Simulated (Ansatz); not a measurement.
# Ta4NiO11 (P2/m) in Ansatz: further runs

One crystal, Ta4NiO11, is run at these levels: PBE+U; tasks: projected density of states.

All numbers are computed with Ansatz 0.2.0; they aren't measurements. Logs are shortened: lines on timing, memory, paths and dates and some standing lists are left out, and cuts for length are marked.

## Step 1: The crystal as given

The structure is monoclinic, space group P2/m (No. 10). The conventional cell has a = 4.771 Å, b = 5.825 Å, c = 7.518 Å, α = 90.00°, β = 105.26°, γ = 90.00°. Ta (site symmetry m) has 4 O at 1.89 to 2.01 Å as nearest neighbours. Ta (site symmetry m) is surrounded by 5 O at 1.89 to 1.98 Å. Ni (site symmetry 2/m) is surrounded by 4 O at 1.94 Å. O (site symmetry 1) is surrounded by 1 Ta at 1.93 Å and 1 Ni at 1.94 Å. O (site symmetry 1) has 2 Ta at 1.93 to 1.98 Å as nearest neighbours. O (site symmetry 2/m) has 2 Ta at 2.01 Å as nearest neighbours. Around O (site symmetry 2/m) lie 2 Ta at 1.89 Å. O (site symmetry 2/m) has 2 Ta at 1.89 Å as nearest neighbours.

The cell was built by a generator and needn't be a form met in nature.

## Step 2: Projected density of states, PBE+U, collinear spin, ferromagnetic start

File input.yaml:

```yaml
crystal:
  lattice:
    - [4.77089, 0.0, 0.00513]
    - [0.0, 5.82454, 0.0]
    - [-1.98628, 0.0, 7.25051]
  atoms:
    - { symbol: Ta, position: [0.61339, 0.5, 0.76042] }
    - { symbol: Ta, position: [0.38661, 0.5, 0.23958] }
    - { symbol: Ta, position: [0.16615, 0.0, 0.79875] }
    - { symbol: Ta, position: [0.83385, 0.0, 0.20125] }
    - { symbol: Ni, position: [0.5, 0.0, 0.5], spin: 1.0 }
    - { symbol: O, position: [0.33278, 0.79913, 0.65053] }
    - { symbol: O, position: [0.66722, 0.79913, 0.34947] }
    - { symbol: O, position: [0.90047, 0.25786, 0.80718] }
    - { symbol: O, position: [0.09953, 0.25786, 0.19282] }
    - { symbol: O, position: [0.66722, 0.20087, 0.34947] }
    - { symbol: O, position: [0.33278, 0.20087, 0.65053] }
    - { symbol: O, position: [0.09953, 0.74214, 0.19282] }
    - { symbol: O, position: [0.90047, 0.74214, 0.80718] }
    - { symbol: O, position: [0.5, 0.5, 0.0] }
    - { symbol: O, position: [0.5, 0.0, 0.0] }
    - { symbol: O, position: [0.5, 0.5, 0.5] }
hamiltonian:
  xc: pbe
  pseudopotentials: { kind: paw }
  hubbard:
    sites:
      - { species: Ni, l: d, u_eff: 2.0 }
      - { species: Ta, l: d, u_eff: 2.0 }
magnetization:
  spin_polarized: true
kpoints:
  mp_grid: { grid: [6, 5, 4] }
scf:
  occupations: { method: fermi_dirac, width: 0.05 }
  n_extra_bands: 40
output:
  forces: true
  stress: true
  eigenvalues: true
  dos: { projected: true, de: 0.05, nscf_kmesh: { grid: [9, 8, 6] } }
  write_density: true
  write_potential: true
  elf: true
  volumetric_format: npy
```

Potentials or basis: Ansatz PAW.

Command:

```sh
$ ansatz run input.yaml --threads 8 --pin off --max-ram 20480MiB --backend cpu --events-out ev --progress --plain --runs-dir out
```

Log:

```text
Warning: RAYON_NUM_THREADS=8 ignored (pool sized by the plan → 8); use --threads N
Ta: projections on atomic orbitals take those of the free atom [Kr 4d10 4f14] 5s2 5p6 5d3 6s2, of charge +0.00 (hamiltonian.pseudopotentials.projection_atoms); the dataset's partial waves leave at most 6.0e-5 of an orbital's norm unspanned inside its sphere
Ni: projections on atomic orbitals take those of the free atom [Ne] 3s2 3p6 3d8 4s2, of charge +0.00 (hamiltonian.pseudopotentials.projection_atoms); the dataset's partial waves leave at most 1.6e-6 of an orbital's norm unspanned inside its sphere
O: projections on atomic orbitals take those of the free atom [He] 2s2 2p4, of charge +0.00 (hamiltonian.pseudopotentials.projection_atoms); the dataset's partial waves leave at most 1.9e-8 of an orbital's norm unspanned inside its sphere
scf.n_extra_bands = 40 over 68 filled bands (N_el = 136.0): the run solves 108 bands
Engine: ansatz 0.2.0, aarch64-unknown-linux-gnu
Pseudopotentials: kind: paw
Pseudopotential: Ta, paw, valence charge 13, recommended cutoff 420 eV (normal), Ta.paw.azcp
Pseudopotential: Ni, paw, valence charge 18, recommended cutoff 420 eV (normal), Ni.paw.azcp
Pseudopotential: O, paw, valence charge 6, recommended cutoff 420 eV (normal), O.paw.azcp
Functional definition: PBE
  parameter kappa = 0.804
  parameter beta = 0.06672455060314922
  exchange = pbe_x(kappa = kappa, mu = beta*pi^2/3)
  correlation = pbe_c(beta = beta)
Crystal: 16 atoms, lattice volume = 201.538 Å³
Basis set: ecut = 420 eV, 3935 PW (Γ), exchange–correlation on 64×80×108 points (8 copies of the dense FFT grid, shifted against one another)
Bands: 108, of which v1, the nominal top of the filled ones, is band 68 counted from 1 (67 counted from 0)
Symmetry: 4 space group operations
Space group: P2/m (ITA 10), of the structure as read, at distance tolerance 5.9e-5 Å
Magnetic group: BNS 10.42 (UNI 49), of the structure as read, at distance tolerance 5.9e-5 Å
k-points: 42 of 120
Non-local potential: Ta, projectors of the file, l = 0: 3, l = 1: 2, l = 2: 2, l = 3: 1
Non-local potential: Ni, projectors of the file, l = 0: 3, l = 1: 2, l = 2: 3, l = 3: 1
Non-local potential: O, projectors of the file, l = 0: 2, l = 1: 2, l = 2: 1
PAW form: soft (Blöchl's): semilocal exchange-correlation on the pseudo side does not see the compensation charge
PAW one-centre angular grid: Ta, 590 points (default); XC on 64 Gauss nodes
PAW one-centre angular grid: Ni, 590 points (default); XC on 64 Gauss nodes
PAW one-centre angular grid: O, 110 points (default); XC on 64 Gauss nodes
Initial density: superposition of atomic densities (chi_scale 0.1, normalization cell, long waves kept (reshape's long-wave potential 0.08 eV rms))
Starting moments: Σ|m| = 1 μB on 1 of 16 sites
Initial wavefunctions: pseudopotential atomic-orbital guess
Functional: x = pbe(κ = 0.804, μ = 0.2195149727645171), c = pbe(β = 0.06672455060314922)
SCF iter   1: F=—  HF=-51820.687822 eV  |F-HF|=—  |Δ(HF+E_count)|=         —  Δρ=1.17e-1 (↑6.39e-2 ↓1.17e-1)  dr2=5.98e1  dr2_m=1.56e0  M=0.153 μB ∫|m|=0.261 μB  β_m=0.30  ethr=3.10e-3  ⟨swp⟩=6.0  Hψ=36490  notcnv=0  defer=268
preconditioner: auto → Kerker (q_TF=auto, 2.555 Å⁻¹)  [metal: Δε(μ)=0.008 eV  Ē_g=15.757 eV  σ=0.050 eV  W_gap=0.04  n_scr=50 (ndim 8)  ℏωp=25.6 eV  f_vac=0.026  D(μ)=4.23/eV (n_scr^D=26)]
spin=Collinear: Kerker preconditioning applied to the charge; magnetization (m = ρ↑ − ρ↓) channel mixes plain (no charge-response kernel on spin).
[... 130 lines left out ...]
SCF iter  28: F=-51811.533894 eV  HF=-51811.533894 eV  |F-HF|=3.64e-11  |Δ(HF+E_count)|=   1.55e-9  Δρ=3.77e-7 (↑3.49e-7 ↓3.77e-7)  dr2=1.23e-10  dr2_m=1.85e-10  M=-0.000 μB ∫|m|=0.000 μB  β_m=0.86  ethr=2.08e-12  ⟨swp⟩=1.0  Hψ=21584  notcnv=0
SCF iter  29: F=-51811.533894 eV  HF=-51811.533894 eV  |F-HF|=1.89e-10  |Δ(HF+E_count)|=  1.53e-10  Δρ=3.45e-7 (↑3.45e-7 ↓1.75e-7)  dr2=2.36e-10  dr2_m=6.42e-11  M=-0.000 μB ∫|m|=0.000 μB  ethr=1.00e-12  ⟨swp⟩=2.0  Hψ=18671  notcnv=0
SCF 5 converged in 29 iterations: F = -51811.533894 eV  dr2 = 2.36e-10
NSCF: frozen V_eff on 218 k-points
SCF converged after 2 iterations
Stability not told: the SCF's own minimisation came to no verdict on its close; the lowest value that the minimisation read is 2.7e-2 (residual 1.0e-2): no lower mode is shown, and none is ruled out
Magnetization: -0.0000 μB (68.0000 up, 68.0000 down)
Absolute magnetization: 0.4292 μB (∫|ρ↑−ρ↓|, with the PAW one-centre terms)
Spin contamination: 0.1733 ħ² per cell (⟨S²⟩ above its minimum at these occupations)
Per-site moments (μB) at R_I (Å): [(4.017150895153228e-8, 0.7791746507837248), (4.017150897168736e-8, 0.7791746507837249), (-1.7828205662857698e-7, 0.7780265341883814), (-1.782820566340212e-7, 0.7780265341883813), (-3.326386427044049e-6, 0.7999841063887542), (-0.004014014963752878, 0.7943887950734209), (0.004016652491738516, 0.7943887950734211), (0.0021298826514058243, 0.7972175426283135), (-0.0021301950606374236, 0.7972175426283135), (-0.004014014963752912, 0.7943887950734212), (0.004016652491738518, 0.794388795073421), (0.002129882651405893, 0.7972175426283135), (-0.002130195060637464, 0.7972175426283135), (-3.153622952177553e-7, 0.8300775832796297), (-7.605175864394185e-8, 0.7780265341883813), (2.2696803208452135e-7, 0.7791746507837248)]
Free energy (F): -51811.545541 eV
Harris-Foulkes:  -51811.545541 eV  (|F-HF|=5.66e-9)
Internal energy: -51811.545541 eV  (E = F + TS)
E sigma→0 (E₀):  -51811.545541 eV
Entropy (-TS):   -0.000000 eV (-0.000 meV/atom)
Fermi energy:    9.963301 eV
--- Per-component energies (eV) ---
  E_band       = -1361.024793
  E_kinetic    = 3651.633093
  E_local      = -12891.927300  (includes V_loc(G=0)·N_el)
  E_nonlocal   = 1227.058192
  E_hartree    = 4989.012911
  E_xc         = -1760.324384
  E_vxc        = -1947.506074  (∫ρ·V_xc dr)
  E_hubbard    = 8.672074  (on-site DFT+U / exact-exchange correction)
  E_vhub       = -2.474150  (the Hubbard potential's part of the band-sum identity)
  E_paw        = -36959.002829  (= ΣΔE_a)
  E_vpaw       = -1375.869237  (= ΣTr[D̂ρ^β])
  E_aug_tail   = 0.027919  (compensation charges beyond the density's cutoff)
  E_ewald      = -10076.695218
  E_smearing   = -0.000000  (= −TS)
  E_closure    = -0.000000  (closes the sum)
  Σ components = -51811.545541   (vs F -51811.545541, Δ=0.00e0)
--- Forces (eV/Å), atoms counted from 1 ---
  atom   1  Ta    -0.20427951    -0.00000309    -0.15028640
  atom   2  Ta     0.20427951     0.00000309     0.15028640
  atom   3  Ta     0.13666738     0.00000222     0.01008373
  atom   4  Ta    -0.13666738    -0.00000222    -0.01008373
  atom   5  Ni     0.00000000     0.00000000     0.00000000
  atom   6  O     -0.11985421    -0.19916317     0.13283217
[... 8 lines left out ...]
  atom  15  O      0.00000000     0.00000000     0.00000000
  atom  16  O      0.00000000     0.00000000     0.00000000
  max |Σ_I F_I| component: 1.39e-17 eV/Å
--- Stress (GPa, compression-positive) ---
        1.663572       0.000008      -0.355583
        0.000008       1.079284       0.000010
       -0.355579       0.000010       0.950808
  P = ⅓ Tr σ = 1.2312 GPa (12.312 kbar)
--- Band table (eV; the first three rows and the last of 124) ---
  k-point 0 ↑: bands = ["-92.8400", "-59.7056", "-59.7047", "-59.5920", "-59.5910", "-53.9288", "-53.4741", "-52.3224", "-26.3664", "-26.2792", "-26.2726", "-26.2606", "-26.2483", "-26.2403", "-26.2306", "-26.1463", "-26.1437", "-26.1248", "-26.0969", "-26.0935", "-9.7508", "-9.0576", "-9.0185", "-8.4168", "-8.3801", "-8.3081", "-8.0180", "-7.9034", "-7.7789", "-7.7692", "-7.3849", "2.8457", "3.0631", "3.0673", "3.1196", "3.3730", "3.5189", "3.5643", "3.5871", "3.8572", "4.3809", "4.4581", "4.5280", "4.7307", "4.8203", "4.8642", "5.8401", "5.8964", "6.0878", "6.2007", "6.4245", "6.5278", "6.5917", "6.7237", "6.7350", "6.9166", "7.0813", "7.0852", "7.3032", "7.6631", "7.7099", "8.0409", "8.0487", "8.1572", "8.5775", "8.7450", "8.7855", "8.9013", "10.9454", "11.1498", "11.5128", "11.7953", "12.3538", "12.5460", "12.8156", "12.9484", "13.9613", "13.9919", "14.0334", "14.1144", "14.6364", "14.7228", "14.7630", "15.0981", "15.5933", "15.6217", "15.7776", "16.9632", "18.0010", "18.5665", "18.6180", "18.8415", "18.9162", "19.2892", "19.5928", "20.3709", "20.8741", "21.2961", "21.3440", "21.5321", "22.5474", "22.6302", "22.8250", "23.0816", "23.3533", "23.5848", "24.0630", "24.1253"]
  k-point 1 ↑: bands = ["-92.8400", "-59.7056", "-59.7049", "-59.5920", "-59.5912", "-53.9288", "-53.4741", "-52.3225", "-26.3649", "-26.2807", "-26.2707", "-26.2647", "-26.2390", "-26.2340", "-26.2317", "-26.1597", "-26.1425", "-26.1249", "-26.0964", "-26.0939", "-9.6770", "-9.2479", "-8.8931", "-8.4292", "-8.2961", "-8.2919", "-8.0027", "-7.8839", "-7.7988", "-7.7872", "-7.5142", "2.9992", "3.0462", "3.1529", "3.1634", "3.3637", "3.4914", "3.5199", "3.8043", "3.8853", "4.1744", "4.5612", "4.5807", "4.6961", "4.8064", "5.1495", "5.5771", "5.7908", "6.0944", "6.2076", "6.2498", "6.3069", "6.4167", "6.6436", "6.8291", "6.9871", "7.0829", "7.1305", "7.3706", "7.4990", "7.7631", "7.9377", "8.0657", "8.1269", "8.6400", "8.7497", "8.8170", "8.9427", "11.0300", "11.2141", "11.5937", "11.7869", "12.4857", "12.5367", "12.8295", "13.2132", "13.6673", "13.7865", "13.9913", "14.2770", "14.4742", "14.5961", "14.9236", "15.4021", "15.6714", "15.7290", "15.7616", "16.4695", "18.0644", "18.2850", "18.7378", "18.7858", "18.9767", "19.3286", "19.5433", "20.7383", "21.0350", "21.1526", "21.2512", "21.5175", "22.6286", "22.6819", "22.7267", "23.1747", "23.5493", "23.6432", "23.8137", "24.2753"]
  k-point 2 ↑: bands = ["-92.8400", "-59.7055", "-59.7052", "-59.5920", "-59.5913", "-53.9288", "-53.4741", "-52.3225", "-26.3633", "-26.2823", "-26.2684", "-26.2678", "-26.2371", "-26.2337", "-26.2139", "-26.1794", "-26.1423", "-26.1249", "-26.0956", "-26.0947", "-9.5177", "-9.4499", "-8.8431", "-8.4395", "-8.2861", "-8.1206", "-8.0259", "-7.8478", "-7.8410", "-7.8224", "-7.6633", "3.0144", "3.0635", "3.1913", "3.1973", "3.3176", "3.4587", "3.8849", "3.9176", "4.0281", "4.1547", "4.5554", "4.5967", "4.6073", "4.7850", "5.1949", "5.4725", "5.7755", "5.8130", "5.9916", "6.0665", "6.1812", "6.5802", "6.5860", "6.7589", "6.9892", "7.1346", "7.2742", "7.3157", "7.4294", "7.8369", "7.8393", "8.0701", "8.0792", "8.7033", "8.7770", "8.8338", "8.9807", "11.1148", "11.2765", "11.6313", "11.7647", "12.6349", "12.6462", "13.1294", "13.2253", "13.2822", "13.8516", "13.9035", "14.0636", "14.3864", "14.5409", "15.0508", "15.3287", "15.7237", "15.7268", "15.9921", "16.9703", "17.1772", "18.2211", "18.6980", "18.9226", "18.9803", "19.1332", "19.9956", "20.4312", "21.1195", "21.3033", "21.5447", "21.5629", "22.3348", "22.7432", "22.9026", "23.0887", "23.5256", "23.6487", "23.9781", "24.2255"]
  k-point 61 ↓: bands = ["-92.8395", "-59.7049", "-59.7047", "-59.5910", "-59.5907", "-53.9288", "-53.4741", "-52.3225", "-26.3639", "-26.2861", "-26.2752", "-26.2718", "-26.2367", "-26.2350", "-26.2284", "-26.1591", "-26.1165", "-26.1144", "-26.1131", "-26.1102", "-9.2194", "-9.0193", "-8.8954", "-8.7418", "-8.6608", "-8.2655", "-8.1418", "-7.9691", "-7.8624", "-7.7266", "-7.3507", "2.9023", "3.0913", "3.1241", "3.2722", "3.4764", "3.5202", "3.8057", "4.0942", "4.2425", "4.3595", "4.5281", "4.6688", "4.8292", "5.0185", "5.0997", "5.4581", "5.5830", "5.8636", "5.9121", "6.0364", "6.2299", "6.4225", "6.4618", "6.6559", "6.7701", "6.9704", "7.0736", "7.1558", "7.4412", "7.5283", "7.7803", "7.9647", "8.2895", "8.4141", "8.7224", "8.8357", "8.8929", "10.8683", "11.9366", "12.1401", "12.5199", "12.6462", "12.7985", "12.8990", "13.1720", "13.4313", "13.6224", "13.9099", "13.9755", "14.3406", "14.6755", "14.9251", "15.5724", "15.6574", "16.2874", "16.5167", "17.1282", "17.6125", "17.8586", "18.0353", "18.2928", "19.0065", "19.2561", "19.4985", "19.6939", "20.1646", "20.6962", "21.4211", "21.7345", "22.0443", "22.3387", "22.5074", "22.8801", "23.4503", "23.6488", "23.8109", "24.0379"]
Occupation matrices written to <dir>
```

Wall time 13 min (8 threads of Arm Neoverse V1, shared host); peak memory 7.1 GiB.

What came out:

- Free energy: -51811.5455 eV
- Pressure: 1.2 GPa
- Largest force: 0.268 eV/Å
- Band gap on the k mesh: 1.74 eV, indirect (least direct gap 1.92 eV)
- Net moment: 0.00 μB per cell
- Absolute moment: 0.43 μB per cell

Forces in eV/Å, atoms in the order of the input:
```
Ta  -0.204  0.000 -0.150
Ta   0.204  0.000  0.150
Ta   0.137  0.000  0.010
Ta  -0.137  0.000 -0.010
Ni   0.000  0.000  0.000
O   -0.120 -0.199  0.133
O    0.120 -0.199 -0.133
O    0.026 -0.112  0.012
O   -0.026 -0.112 -0.012
O    0.120  0.199 -0.133
O   -0.120  0.199  0.133
O   -0.026  0.112 -0.012
O    0.026  0.112  0.012
O    0.000  0.000  0.000
O    0.000  0.000  0.000
O    0.000  0.000  0.000
```

Levels at points of the mesh, in eV from the valence-band top:
Spin up:
```tsv
k point	band 64	band 65	band 66	band 67	band 68	band 69	band 70	band 71	band 72	band 73
(0.00, 0.00, 0.00)	-0.92	-0.50	-0.33	-0.29	-0.17	1.87	2.08	2.44	2.72	3.28
(0.00, 0.00, -0.50)	-0.99	-0.37	-0.30	-0.24	-0.09	2.04	2.20	2.56	2.69	3.56
(-0.50, 0.00, 0.00)	-1.05	-0.51	-0.45	-0.39	-0.24	1.98	2.33	2.69	2.76	2.92
(-0.50, 0.00, -0.50)	-1.04	-0.63	-0.31	-0.27	-0.24	2.10	2.73	2.74	3.03	3.24
```
Spin down:
| k point | band 65 | band 66 | band 67 | band 68 | band 69 | band 70 | band 71 | band 72 |
| --- | --- | --- | --- | --- | --- | --- | --- | --- |
| (0.00, 0.00, 0.00) | -0.50 | -0.33 | -0.29 | -0.17 | 1.87 | 2.08 | 2.44 | 2.72 |
| (0.00, 0.00, -0.50) | -0.37 | -0.30 | -0.24 | -0.09 | 2.04 | 2.20 | 2.56 | 2.69 |
| (-0.50, 0.00, 0.00) | -0.51 | -0.45 | -0.39 | -0.24 | 1.98 | 2.33 | 2.69 | 2.76 |
| (-0.50, 0.00, -0.50) | -0.63 | -0.31 | -0.27 | -0.24 | 2.10 | 2.73 | 2.74 | 3.03 |

States per cell in windows of 0.5 eV (zero at the valence-band top; states under -8 eV left out):
| from (eV) | up | down | O 2p up | O 2p down | Ta 5d up | Ta 5d down | Ni 3d up | Ni 3d down |
| --- | --- | --- | --- | --- | --- | --- | --- | --- |
| -8.0 | 0.00 | 0.00 | 0.00 | 0.00 | 0.00 | 0.00 | 0.00 | 0.00 |
| -7.5 | 0.00 | 0.00 | 0.00 | 0.00 | 0.00 | 0.00 | 0.00 | 0.00 |
| -7.0 | 0.00 | 0.00 | 0.00 | 0.00 | 0.00 | 0.00 | 0.00 | 0.00 |
| -6.5 | 2.43 | 2.43 | 1.69 | 1.69 | 0.48 | 0.48 | 0.05 | 0.05 |
| -6.0 | 3.26 | 3.26 | 2.23 | 2.23 | 0.79 | 0.79 | 0.05 | 0.05 |
| -5.5 | 2.59 | 2.59 | 1.80 | 1.80 | 0.62 | 0.62 | 0.05 | 0.05 |
| -5.0 | 3.46 | 3.46 | 2.50 | 2.50 | 0.72 | 0.72 | 0.10 | 0.10 |
| -4.5 | 2.65 | 2.65 | 1.97 | 1.97 | 0.42 | 0.42 | 0.15 | 0.15 |
| -4.0 | 2.21 | 2.21 | 1.71 | 1.71 | 0.25 | 0.25 | 0.16 | 0.16 |
| -3.5 | 2.56 | 2.56 | 2.03 | 2.03 | 0.29 | 0.29 | 0.14 | 0.14 |
| -3.0 | 3.55 | 3.55 | 2.92 | 2.92 | 0.32 | 0.32 | 0.18 | 0.18 |
| -2.5 | 3.80 | 3.80 | 3.25 | 3.25 | 0.26 | 0.26 | 0.18 | 0.18 |
| -2.0 | 3.06 | 3.06 | 2.76 | 2.76 | 0.14 | 0.14 | 0.11 | 0.11 |
| -1.5 | 3.27 | 3.27 | 2.14 | 2.14 | 0.12 | 0.12 | 0.95 | 0.95 |
| -1.0 | 1.12 | 1.12 | 0.79 | 0.79 | 0.07 | 0.07 | 0.22 | 0.22 |
| -0.5 | 3.04 | 3.04 | 0.95 | 0.95 | 0.08 | 0.08 | 1.91 | 1.91 |
| 0.0 | 0.00 | 0.00 | 0.00 | 0.00 | 0.00 | 0.00 | 0.00 | 0.00 |
| 0.5 | 0.00 | 0.00 | 0.00 | 0.00 | 0.00 | 0.00 | 0.00 | 0.00 |
| 1.0 | 0.00 | 0.00 | 0.00 | 0.00 | 0.00 | 0.00 | 0.00 | 0.00 |
| 1.5 | 0.99 | 0.99 | 0.29 | 0.29 | 0.10 | 0.10 | 0.55 | 0.55 |
| 2.0 | 0.59 | 0.59 | 0.07 | 0.07 | 0.45 | 0.45 | 0.02 | 0.02 |
| 2.5 | 1.81 | 1.81 | 0.24 | 0.24 | 1.39 | 1.39 | 0.02 | 0.02 |
| 3.0 | 2.19 | 2.19 | 0.37 | 0.37 | 1.59 | 1.59 | 0.02 | 0.02 |
| 3.5 | 1.80 | 1.80 | 0.36 | 0.36 | 1.20 | 1.20 | 0.02 | 0.02 |
| 4.0 | 1.92 | 1.92 | 0.41 | 0.41 | 1.26 | 1.26 | 0.01 | 0.01 |
| 4.5 | 2.42 | 2.42 | 0.59 | 0.59 | 1.53 | 1.53 | 0.01 | 0.01 |
| 5.0 | 1.56 | 1.56 | 0.42 | 0.42 | 0.98 | 0.98 | 0.00 | 0.00 |
| 5.5 | 1.47 | 1.47 | 0.36 | 0.36 | 0.79 | 0.79 | 0.01 | 0.01 |
| 6.0 | 1.43 | 1.43 | 0.26 | 0.26 | 0.74 | 0.74 | 0.01 | 0.01 |
| 6.5 | 1.38 | 1.38 | 0.22 | 0.22 | 0.74 | 0.74 | 0.00 | 0.00 |
| 7.0 | 1.35 | 1.35 | 0.23 | 0.23 | 0.67 | 0.67 | 0.00 | 0.00 |
| 7.5 | 0.95 | 0.95 | 0.16 | 0.16 | 0.36 | 0.36 | 0.00 | 0.00 |

Eigenvalues of the final occupation matrices:
| site | spin | trace | eigenvalues |
| --- | --- | --- | --- |
| site 1 | 1 | 1.39 | 0.23 0.26 0.26 0.32 0.33 |
| site 1 | 2 | 1.39 | 0.23 0.26 0.26 0.32 0.33 |
| site 2 | 1 | 1.39 | 0.23 0.26 0.26 0.32 0.33 |
| site 2 | 2 | 1.39 | 0.23 0.26 0.26 0.32 0.33 |
| site 3 | 1 | 1.43 | 0.24 0.27 0.27 0.31 0.34 |
| site 3 | 2 | 1.43 | 0.24 0.27 0.27 0.31 0.34 |
| site 4 | 1 | 1.43 | 0.24 0.27 0.27 0.31 0.34 |
| site 4 | 2 | 1.43 | 0.24 0.27 0.27 0.31 0.34 |
| site 5 | 1 | 4.27 | 0.36 0.94 0.99 0.99 0.99 |
| site 5 | 2 | 4.27 | 0.36 0.94 0.99 0.99 0.99 |

Caveat: the magnetic or orbital state may not be the lowest; odd divisions of the mesh miss points on the zone boundary, where band edges often lie, so the gap on the mesh can be too wide; the pressure holds a Pulay correction of +0.7 GPa for the finite cutoff; spin-orbit coupling is left out, which moves the levels of the heavy elements; the density of states is complete only up to the lowest level of the last band computed; the starting moments weren't kept. The state reached can hang on the start; a lower one may exist.

(Continued in part 2 of 2.)
